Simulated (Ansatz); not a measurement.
# RbZn15O16: the cost of one run

Computed with Ansatz 0.2.0 (DFT, PBE, plane-wave PAW, default files, scalar-relativistic, unless a step's input says otherwise).

1 further run of the same task is left out (it didn't finish).

## 1. The system as given

It takes space group P3m1 (No. 156, trigonal). Conventional cell: a = 6.499 Å, b = 6.499 Å, c = 10.411 Å, α = 90.00°, β = 90.00°, γ = 120.00°. Rb (site symmetry 3m) is surrounded by 4 O at 1.97 to 1.98 Å. Around Zn (site symmetry 3m) lie 4 O at 1.97 to 1.98 Å. Zn (site symmetry m) is surrounded by 4 O at 1.97 to 1.98 Å. Only part of the 16 independent sites is listed.

As a file:

```cif
data_structure
_symmetry_space_group_name_H-M 'P3m1'
_symmetry_Int_Tables_number 156
_cell_length_a 6.4986
_cell_length_b 6.4986
_cell_length_c 10.4114
_cell_angle_alpha 90.000
_cell_angle_beta 90.000
_cell_angle_gamma 120.000
_cell_volume 380.79
loop_
_atom_site_label
_atom_site_type_symbol
_atom_site_symmetry_multiplicity
_atom_site_Wyckoff_symbol
_atom_site_fract_x
_atom_site_fract_y
_atom_site_fract_z
_atom_site_occupancy
Rb1 Rb 1 a 0.00000 0.00000 0.25000 1
Zn1 Zn 1 a 0.00000 0.00000 0.75000 1
Zn2 Zn 3 d 0.00000 0.50000 0.25000 1
Zn3 Zn 3 d 0.00000 0.50000 0.75000 1
Zn4 Zn 3 d 0.16667 0.83333 0.00000 1
Zn5 Zn 3 d 0.16667 0.83333 0.50000 1
Zn6 Zn 1 c 0.66667 0.33333 0.00000 1
Zn7 Zn 1 c 0.66667 0.33333 0.50000 1
O1 O 3 d 0.16667 0.83333 0.18951 1
O2 O 3 d 0.16667 0.83333 0.68951 1
O3 O 1 c 0.66667 0.33333 0.18951 1
O4 O 1 c 0.66667 0.33333 0.68951 1
O5 O 1 a 0.00000 0.00000 0.43951 1
O6 O 1 a 0.00000 0.00000 0.93951 1
O7 O 3 d 0.00000 0.50000 0.43951 1
O8 O 3 d 0.00000 0.50000 0.93951 1
```

Atom 1 of the input is the impurity.

## 2. Gradients at the starting positions

input.yaml reads:

```yaml
crystal:
  lattice:
    - [6.498616, 0.0, 0.0]
    - [-3.249308, 5.6279665454, 0.0]
    - [0.0, 0.0, 10.411418]
  atoms:
    - { symbol: Rb, position: [0.1666666666, 0.3333333334, 0.25] }
    - { symbol: Zn, position: [0.1666666666, 0.3333333334, 0.75] }
    - { symbol: Zn, position: [0.1666666666, 0.8333333334, 0.25] }
    - { symbol: Zn, position: [0.1666666666, 0.8333333334, 0.75] }
    - { symbol: Zn, position: [0.6666666666, 0.3333333334, 0.25] }
    - { symbol: Zn, position: [0.6666666666, 0.3333333334, 0.75] }
    - { symbol: Zn, position: [0.6666666666, 0.8333333334, 0.25] }
    - { symbol: Zn, position: [0.6666666666, 0.8333333334, 0.75] }
    - { symbol: Zn, position: [0.3333333334, 0.1666666666, 0.0] }
    - { symbol: Zn, position: [0.3333333334, 0.1666666666, 0.5] }
    - { symbol: Zn, position: [0.3333333334, 0.6666666666, 0.0] }
    - { symbol: Zn, position: [0.3333333334, 0.6666666666, 0.5] }
    - { symbol: Zn, position: [0.8333333334, 0.1666666666, 0.0] }
    - { symbol: Zn, position: [0.8333333334, 0.1666666666, 0.5] }
    - { symbol: Zn, position: [0.8333333334, 0.6666666666, 0.0] }
    - { symbol: Zn, position: [0.8333333334, 0.6666666666, 0.5] }
    - { symbol: O, position: [0.3333333334, 0.1666666666, 0.189505] }
    - { symbol: O, position: [0.3333333334, 0.1666666666, 0.689505] }
    - { symbol: O, position: [0.3333333334, 0.6666666666, 0.189505] }
    - { symbol: O, position: [0.3333333334, 0.6666666666, 0.689505] }
    - { symbol: O, position: [0.8333333334, 0.1666666666, 0.189505] }
    - { symbol: O, position: [0.8333333334, 0.1666666666, 0.689505] }
    - { symbol: O, position: [0.8333333334, 0.6666666666, 0.189505] }
    - { symbol: O, position: [0.8333333334, 0.6666666666, 0.689505] }
    - { symbol: O, position: [0.1666666666, 0.3333333334, 0.439505] }
    - { symbol: O, position: [0.1666666666, 0.3333333334, 0.939505] }
    - { symbol: O, position: [0.1666666666, 0.8333333334, 0.439505] }
    - { symbol: O, position: [0.1666666666, 0.8333333334, 0.939505] }
    - { symbol: O, position: [0.6666666666, 0.3333333334, 0.439505] }
    - { symbol: O, position: [0.6666666666, 0.3333333334, 0.939505] }
    - { symbol: O, position: [0.6666666666, 0.8333333334, 0.439505] }
    - { symbol: O, position: [0.6666666666, 0.8333333334, 0.939505] }
total_charge: -1
kpoints:
  mp_grid: { grid: [3, 3, 2] }
scf:
  occupations: { method: fermi_dirac, width: 0.01 }
hamiltonian:
  xc: pbe
  pseudopotentials: { kind: paw }
output:
  forces: true
  stress: true
  populations: true
  efg:
    quadrupole_moments_barn: { Rb: 0.1335, Zn: 0.122, O: -0.02558 }
    contact_densities: true
```

On the command line:

```sh
> ansatz run input.yaml --threads 1 --pin off --max-ram 3072MiB --backend cpu --events-out ev --progress --plain --runs-dir out
```

What time and memory should one allow on 1 thread of Intel Xeon Platinum 8488C (Sapphire Rapids), shared host?

About 63 s, with a peak of 0.91 GiB.
